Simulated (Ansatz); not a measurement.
# HOF (hypofluorous acid): wB97M-V/STO-3G

Aim: the electronic atomisation energy of HOF (hypofluorous acid) at wB97M-V/STO-3G, from 4 runs. 

The results are computed with Ansatz 0.2.0.

41 further runs of the same task are left out: 1 that didn't finish, 40 set aside as unsound or not needed.

### 1 Starting point

HOF: 3 atoms, total charge 0, spin state singlet. SMILES: `OF`. Geometry: relaxed at GFN2-xTB.

Bond lengths: O1–F2 1.386 Å, O1–H3 0.971 Å. Angles: F2–O1–H3 102.3°.

### 2 The energy at wB97M-V/STO-3G

in.yaml

```yaml
crystal:
  periodic: [false, false, false]
  atoms:
    - {symbol: O, position_ang: [0.414430, -0.197140, 0.208800]}
    - {symbol: F, position_ang: [-0.212000, 1.020440, -0.004820]}
    - {symbol: H, position_ang: [-0.202430, -0.823300, -0.203980]}
basis:
  gaussian:
    orbitals: STO-3G
hamiltonian:
  xc: {name: wB97M-V}
accuracy: high
```

Run with:

```console
$ ansatz run in.yaml --threads 1 --pin off --max-ram 2610MiB --events-out events.jsonl --progress --plain --runs-dir runs
```

The log of the run:

```text
Warning: RAYON_NUM_THREADS=1 ignored (pool sized by the plan → 1); use --threads N
Functional definition: wB97M-V
  name "wB97M-V"
  parameter omega = 0.3/bohr
  parameter cx = 0.15
  parameter cx01 = 1.007
  parameter cx10 = 0.259
  parameter css00 = 0.443
  parameter css04 = -1.437
  parameter css10 = -4.535
  parameter css20 = -3.390
  parameter css43 = 4.278
  parameter cos00 = 1.000
  parameter cos10 = 1.358
  parameter cos20 = 2.924
  parameter cos21 = -8.812
  parameter cos60 = -1.390
  parameter cos61 = 9.142
  parameter b = 6.0
  parameter c = 0.01
  gx(w, u) = 1 - cx + cx01*u + cx10*w
  gss(w, u) = css00 + css04*u^4 + css10*w + css20*w^2 + css43*w^4*u^3
  gos(w, u) = cos00 + cos10*w + (cos20 + cos21*u)*w^2 + (cos60 + cos61*u)*w^6
  exchange = spin_sum(e_x_unif_sr(omega)*gx(b97_w, b97_u_x)) + cx*exact_x_sr(omega) + exact_x_lr(omega)
  correlation = spin_sum(e_c_pw_mod_same_spin*gss(b97_w, b97_u_same))
      + integral(e_c_pw_mod_opposite_spin*gos(b97_w_opposite, b97_u_opposite)) + vv10(b, c)
168 factors; integrals over basis functions are off by at most 3.5e-8 eV
86 factors; integrals over basis functions are off by at most 9.9e-10 eV
mean field evaluation 1: about -4709.0798 eV, gradient 1.0e1 eV
mean field evaluation 2: about -4709.5225 eV, gradient 1.6e0 eV
mean field evaluation 4: about -4709.5327 eV, gradient 7.0e-2 eV
mean field evaluation 8: about -4709.5230 eV, gradient 1.0e-3 eV
mean field evaluation 16: about -4709.5230 eV, gradient 7.4e-9 eV
mean field -4709.52304268 eV, -173.0717795891 hartree, gradient 7.4e-9 eV, S^2 0.000000; 0 other end points of the search recorded, 0 dependent functions left out
reference -4709.52304392 eV, -173.0717796346 hartree; 9, 9 occupied and 2, 2 virtual orbitals, 168 factors
Total energy: -4709.52304392 eV, -173.0717796346 hartree
```

It took 6 s on 1 thread of Arm Neoverse V2, shared host; peak memory 0.17 GiB.

### 3 The F atom at the same level

input.yaml

```yaml
crystal:
  periodic: [false, false, false]
  atoms:
    - {symbol: F, position_ang: [0.000000, 0.000000, 0.000000]}
basis:
  gaussian: {orbitals: STO-3G}
magnetization: {spin_polarized: true, initial_magnetization: 1}
hamiltonian: {xc: {name: wB97M-V}}
accuracy: high
```

Run with:

```console
$ ansatz run input.yaml --threads 1 --pin off --max-ram 2610MiB --events-out events.jsonl --progress --plain --runs-dir runs
```

The log of the run:

```text
Warning: RAYON_NUM_THREADS=1 ignored (pool sized by the plan → 1); use --threads N
[... 19 set-up lines as earlier in the session ...]
  gx(w, u) = 1 - cx + cx01*u + cx10*w
  gss(w, u) = css00 + css04*u^4 + css10*w + css20*w^2 + css43*w^4*u^3
  gos(w, u) = cos00 + cos10*w + (cos20 + cos21*u)*w^2 + (cos60 + cos61*u)*w^6
[... 2 set-up lines as earlier in the session ...]
      + integral(e_c_pw_mod_opposite_spin*gos(b97_w_opposite, b97_u_opposite)) + vv10(b, c)
15 factors; integrals over basis functions are off by at most 1.2e-9 eV
14 factors; integrals over basis functions are off by at most 9.1e-10 eV
mean field evaluation 1: about -2674.3988 eV, gradient 1.2e-10 eV
mean field evaluation 2: about -2674.4001 eV, gradient 2.7e-10 eV
mean field -2674.40014389 eV, -98.2823925144 hartree, gradient 0.0e0 eV, S^2 0.750000; 0 other end points of the search recorded, 0 dependent functions left out
reference -2674.40014424 eV, -98.2823925273 hartree; 5, 4 occupied and 0, 1 virtual orbitals, 15 factors
Total energy: -2674.40014424 eV, -98.2823925273 hartree
```

It took 1.1 s on 1 thread of Arm Neoverse V2, shared host; peak memory 0.15 GiB.

### 4 The H atom, same level

job.yaml

```yaml
crystal:
  periodic: [false, false, false]
  atoms:
    - {symbol: H, position_ang: [0.000000, 0.000000, 0.000000]}
basis:
  gaussian:
    orbitals: STO-3G
hamiltonian:
  xc: {name: wB97M-V}
magnetization:
  spin_polarized: true
  initial_magnetization: 1
accuracy: high
```

Run the same way, it converges to -0.45654 Eh (log not shown).

### 5 The O atom

input.yaml

```yaml
crystal:
  periodic: [false, false, false]
  atoms:
    - {symbol: O, position_ang: [0.000000, 0.000000, 0.000000]}
basis:
  gaussian:
    orbitals: STO-3G
magnetization:
  spin_polarized: true
  initial_magnetization: 2
hamiltonian:
  xc: {name: wB97M-V}
accuracy: high
```

Run the same way, it converges to -74.04146 Eh (log not shown).

### 6 Outcome

At wB97M-V/STO-3G:

| quantity | value |
| --- | --- |
| molecule: total energy | -173.07178 Eh |
| F atom: total energy | -98.28239 Eh |
| F atom: ⟨S²⟩ | 0.750 |
| H atom: total energy | -0.45654 Eh |
| H atom: ⟨S²⟩ | 0.750 |
| O atom: total energy | -74.04146 Eh |
| O atom: ⟨S²⟩ | 2.000 |
| electronic atomisation energy | 7.929 eV |

In words: Taking the molecule apart into free atoms costs 7.93 eV (183 kcal/mol), before zero-point energy and without spin-orbit coupling. In a minimal basis such a difference can be off by several eV, whatever the method.
